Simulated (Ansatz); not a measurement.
# A single-point run on Mg2GaBi2

Aim: for Mg2GaBi2, a borrowed structure type, volume estimated, find whether it is a metal or has a gap, how the charge is shared and how far the cell is from equilibrium. The atoms and the cell stay fixed.

Computed, not measured: Ansatz 0.2.0, DFT, PBEsol, no spin polarisation, plane waves, PAW.

### 1 Geometry

It takes space group P-3m1 (No. 164, trigonal). Conventional cell: a = 4.681 Å, b = 4.681 Å, c = 7.581 Å, α = 90.00°, β = 90.00°, γ = 120.00°. Ga (site symmetry -3m) is surrounded by 6 Bi at 3.26 Å. Mg (site symmetry 3m) has 4 Bi at 2.87 to 2.95 Å as nearest neighbours. Bi (site symmetry 3m) has 4 Mg at 2.87 to 2.95 Å and 3 Ga at 3.26 Å as nearest neighbours.

Structure file:

```
CELL_PARAMETERS angstrom
4.68053 0.00000 0.00000
-2.34026 4.05346 0.00000
0.00000 0.00000 7.58144
ATOMIC_POSITIONS crystal
Ga 0.00000 0.00000 0.00000
Mg 0.33330 0.66670 0.63010
Mg 0.66670 0.33330 0.36990
Bi 0.33330 0.66670 0.24130
Bi 0.66670 0.33330 0.75870
```

The run starts from a saved solution of this cell (checkpoint.read), perhaps found on another mesh.

### 2 Self-consistent run

The input, input.yaml:

```yaml
crystal:
  lattice:
    - [4.680531, 0.0, 0.0]
    - [-2.340265, 4.053461, 0.0]
    - [0.0, 0.0, 7.581437]
  atoms:
    - { symbol: Ga, position: [0.0, 0.0, 0.0] }
    - { symbol: Mg, position: [0.3333, 0.6667, 0.6301] }
    - { symbol: Mg, position: [0.6667, 0.3333, 0.3699] }
    - { symbol: Bi, position: [0.3333, 0.6667, 0.2413] }
    - { symbol: Bi, position: [0.6667, 0.3333, 0.7587] }
  symmetry: { tolerance: 0.0003 }
kpoints:
  mp_grid: { grid: [8, 8, 5], shift: [0, 0, 0] }
  band_path:
    path:
      - [0.0, 0.0, 0.0]
      - [0.5, 1.9e-07, 0.0]
      - [0.33333333, 0.33333353, 0.0]
      - [0.0, 0.0, 0.0]
      - [0.0, 0.0, 0.5]
      - [0.5, 1.9e-07, 0.5]
      - [0.33333333, 0.33333353, 0.5]
      - [0.0, 0.0, 0.5]
      - [0.5, 1.9e-07, 0.5]
      - [0.5, 1.9e-07, 0.0]
      - [0.33333333, 0.33333353, 0.5]
    npoints: 6
magnetization:
  spin_polarized: false
scf:
  occupations: { method: fermi_dirac }
  lower_state_search: "off"
  max_iter: 200
hamiltonian:
  pseudopotentials: { kind: paw }
  xc: pbesol
basis:
  ecutwfc: 420
  fft_grid_basis: typed
output:
  forces: true
  stress: true
  eigenvalues: true
  bader: true
  populations: true
  elf: true
  write_potential: true
  volumetric_format: npy
  dos:
    e_range: [-12, 8]
    de: 0.05
    projected: { site_lists: { Bi: [Bi], Ga: [Ga], Mg: [Mg] } }
checkpoint:
  read: saved_state
```

What does the calculation give? Wanted: largest force; pressure; character; Bader charges.

The runs gave:

| quantity | value |
| --- | --- |
| largest force | 0.636 eV/Å on Bi |
| pressure | 0.0 GPa |
| formation energy (elements from separate runs) | -0.01 eV/atom |
| character | metal |
| density of states, mean within 0.25 eV of the Fermi level | 3 per eV per cell |
| Bader charges | Ga +0.23, Mg +1.38, Bi -1.50 e |

What this shows: Bands cross the Fermi level: a metal; within 0.25 eV of the Fermi level the density of states averages 3 per eV per cell, mostly Bi p (73 %) and Ga s (14 %). Bi feels the largest force, 0.64 eV/Å, so the positions are not relaxed. By Bader's partition Mg gives up most (+1.38 e) and Bi takes most (-1.50 e). The cell is close to its equilibrium volume (0.0 GPa) for these atomic positions.
